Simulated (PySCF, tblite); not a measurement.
# C6H9OSi radical: geometry, infrared bands and EPR parameters

Aim: predict the infrared bands and EPR parameters of C6H9OSi radical (`C#C[C@@H]([SiH2])[C@@H](C)C=O`).

The runs use tblite 0.8.0 and PySCF 2.14.0, with density-fitted response routines of our own; the level of theory stands in each step. All values are computed, except where a source is named. Atoms count from 0, in the outputs and in this text.

## (1) The starting structure

17 atoms, charge 0, multiplicity 2; geometry from: force field or distance geometry start.

Bonds of the start (Å): C0–C1 1.21, C1–C2 1.47, C2–Si3 1.89, C2–C4 1.56, C4–C5 1.54, C4–C6 1.51, C6–O7 1.23, C0–H8 1.06, C2–H9 1.10, Si3–H10 1.49, Si3–H11 1.49, C4–H12 1.10, C5–H13 1.09, C5–H14 1.09, C5–H15 1.08, C6–H16 1.11.

## (2) Optimising the geometry with GFN2-xTB

The job: settings as JSON, then the geometry in Å.

```
{"job": {"kind": "relax", "xc": "GFN2-xTB", "basis": "xTB"}, "charge": 0, "multiplicity": 2}
C      2.710300     1.311800     0.716400
C      1.804600     0.678200     0.221500
C      0.711400    -0.108700    -0.377900
Si     0.871200    -1.949200     0.028300
C     -0.655700     0.569600    -0.054600
C     -1.822000     0.035300    -0.903700
C     -0.976000     0.509300     1.418300
O     -1.776800    -0.269200     1.923300
H      3.505400     1.876400     1.142900
H      0.840300    -0.049600    -1.465000
H     -0.095600    -2.732700    -0.788100
H      2.231600    -2.435800    -0.315800
H     -0.581300     1.644700    -0.284400
H     -2.723000     0.612500    -0.705300
H     -2.051200    -1.001100    -0.673000
H     -1.598500     0.118200    -1.958100
H     -0.401700     1.202500     2.065500
```

Run with:

```sh
> OMP_NUM_THREADS=1 python probes_run.py task.json out
```

The driver reads the jobs from task.json and runs them one after another.

**Question.** This job is followed by: GFN2-xTB harmonic vibrations, gas phase; UKS B3LYP, pcH-1 on C H O Si, non-relativistic, mean-field spin-orbit, GIAO. Predict these results of the whole session: strongest single infrared mode (GFN2-xTB); zero-point energy (GFN2-xTB); g(iso) (B3LYP); ⟨S²⟩; largest a(iso) (averaged by class); potential on the surface of density 0.002 e/bohr³, 1st and 99th percentile.

**Answer**, as computed:

```
                                                                  quantity                    value
                                 strongest single infrared mode (GFN2-xTB)    2342 cm⁻¹, 363 km/mol
                                              zero-point energy (GFN2-xTB)            77.8 kcal/mol
                                                            g(iso) (B3LYP)                  2.00666
                                                                      ⟨S²⟩       0.760 (exact 0.75)
                                        largest a(iso) (averaged by class)  29Si on Si3, -274.0 MHz
potential on the surface of density 0.002 e/bohr³, 1st and 99th percentile       -1.79 V and 1.57 V
```

What this shows: The optimisation took 129 steps and gained 0.351 eV; among the close pairs (by a distance rule), Si3–H10 changed most, from 1.488 to 1.455 Å. The frame itself reshapes: Si3···C6 goes from 3.37 to 2.23 Å. No mode is imaginary among the 45: a minimum at this level. The strongest single mode, at 2342 cm⁻¹, moves mainly H11. Unscaled tight-binding wavenumbers are off by several per cent, some by more. Its intensities can rank the bands wrongly. The largest spin populations lie on Si3 (0.49 e), O7 (0.47 e). The isotropic g lies 4.3 ppt above the free-electron value.
